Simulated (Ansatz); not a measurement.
# Cd2Ba6Ti8O24: the cost of one run

Method: density functional theory in Ansatz 0.2.0, PAW datasets, plane waves.

## 1. The system as built

40 atoms (2 Cd, 6 Ba, 8 Ti, 24 O); a = 7.940 Å, b = 7.940 Å, c = 7.940 Å, α = 90.00°, β = 90.00°, γ = 90.00°. All atoms were shaken off their sites by about 0.02 Å along each axis. Defect site 1: (0.500, 0.500, 0.500). Defect site 2: (0.000, 0.000, 0.000).

Plan of the steps: (2) PBEsol relaxation at the single k point (¼, ¼, ¼), on 8 threads of Intel Xeon Platinum 8488C; (3) r²SCAN single point at the single k point (¼, ¼, ¼), on 8 threads of Intel Xeon Platinum 8488C.

## 2. Relaxation of the positions (PBEsol)

in.yaml reads:

```yaml
crystal:
  lattice:
    - [7.940420, 0.000000, 0.000000]
    - [0.000000, 7.940420, 0.000000]
    - [0.000000, 0.000000, 7.940420]
  atoms:
    - { symbol: Cd, position: [0.000054, 0.994107, 0.999692] }
    - { symbol: Cd, position: [0.502153, 0.499979, 0.500617] }
    - { symbol: Ba, position: [0.999450, 0.999222, 0.497110] }
    - { symbol: Ba, position: [0.002187, 0.500774, 0.001817] }
    - { symbol: Ba, position: [0.998620, 0.498939, 0.494408] }
    - { symbol: Ba, position: [0.498575, 0.000771, 0.998444] }
    - { symbol: Ba, position: [0.501093, 0.005117, 0.498335] }
    - { symbol: Ba, position: [0.504358, 0.502226, 0.999104] }
    - { symbol: Ti, position: [0.248735, 0.247718, 0.256716] }
    - { symbol: Ti, position: [0.247716, 0.247502, 0.749578] }
    - { symbol: Ti, position: [0.251978, 0.748624, 0.248794] }
    - { symbol: Ti, position: [0.248936, 0.757242, 0.750538] }
    - { symbol: Ti, position: [0.759888, 0.252363, 0.249424] }
    - { symbol: Ti, position: [0.750502, 0.246833, 0.749154] }
    - { symbol: Ti, position: [0.751283, 0.744835, 0.249781] }
    - { symbol: Ti, position: [0.746934, 0.750388, 0.754127] }
    - { symbol: O, position: [0.253900, 0.252514, 0.001846] }
    - { symbol: O, position: [0.251870, 0.255899, 0.502202] }
    - { symbol: O, position: [0.249551, 0.752251, 0.003709] }
    - { symbol: O, position: [0.245197, 0.751267, 0.499389] }
    - { symbol: O, position: [0.749428, 0.244873, 0.000785] }
    - { symbol: O, position: [0.749454, 0.252782, 0.500345] }
    - { symbol: O, position: [0.752726, 0.751132, 0.002239] }
    - { symbol: O, position: [0.753622, 0.750000, 0.497948] }
    - { symbol: O, position: [0.003126, 0.255729, 0.251067] }
    - { symbol: O, position: [0.001039, 0.247598, 0.753291] }
    - { symbol: O, position: [0.997339, 0.748950, 0.248301] }
    - { symbol: O, position: [0.004519, 0.749981, 0.753368] }
    - { symbol: O, position: [0.500512, 0.248973, 0.251004] }
    - { symbol: O, position: [0.498893, 0.254068, 0.752093] }
    - { symbol: O, position: [0.498674, 0.747430, 0.249297] }
    - { symbol: O, position: [0.497730, 0.743565, 0.749154] }
    - { symbol: O, position: [0.247923, 0.997236, 0.247782] }
    - { symbol: O, position: [0.252177, 0.001411, 0.749841] }
    - { symbol: O, position: [0.246597, 0.505399, 0.250662] }
    - { symbol: O, position: [0.249890, 0.495262, 0.751860] }
    - { symbol: O, position: [0.743298, 0.002320, 0.252815] }
    - { symbol: O, position: [0.750371, 0.000208, 0.750571] }
    - { symbol: O, position: [0.747540, 0.499751, 0.250785] }
    - { symbol: O, position: [0.753250, 0.499086, 0.749323] }
  symmetry: { detect: false }
kpoints:
  mp_grid: { grid: [1, 1, 1], shift: [0.25, 0.25, 0.25] }
hamiltonian:
  xc: pbesol
scf:
  occupations: { method: fermi_dirac, width: 0.01 }
relax:
  f_tol: 0.03
  max_steps: 80
  escape_saddle: false
  adjacent_minimum: "off"
output:
  forces: true
  eigenvalues: true
  populations: true
```

The run is started by

```console
ansatz run in.yaml --threads 8 --pin off --max-ram 13300MiB --runs-dir r --events-out ev --progress --plain
```

Q: Estimate wall time and peak memory on 8 threads of Intel Xeon Platinum 8488C, shared host.

About 33 s, with a peak of 1.1 GiB.
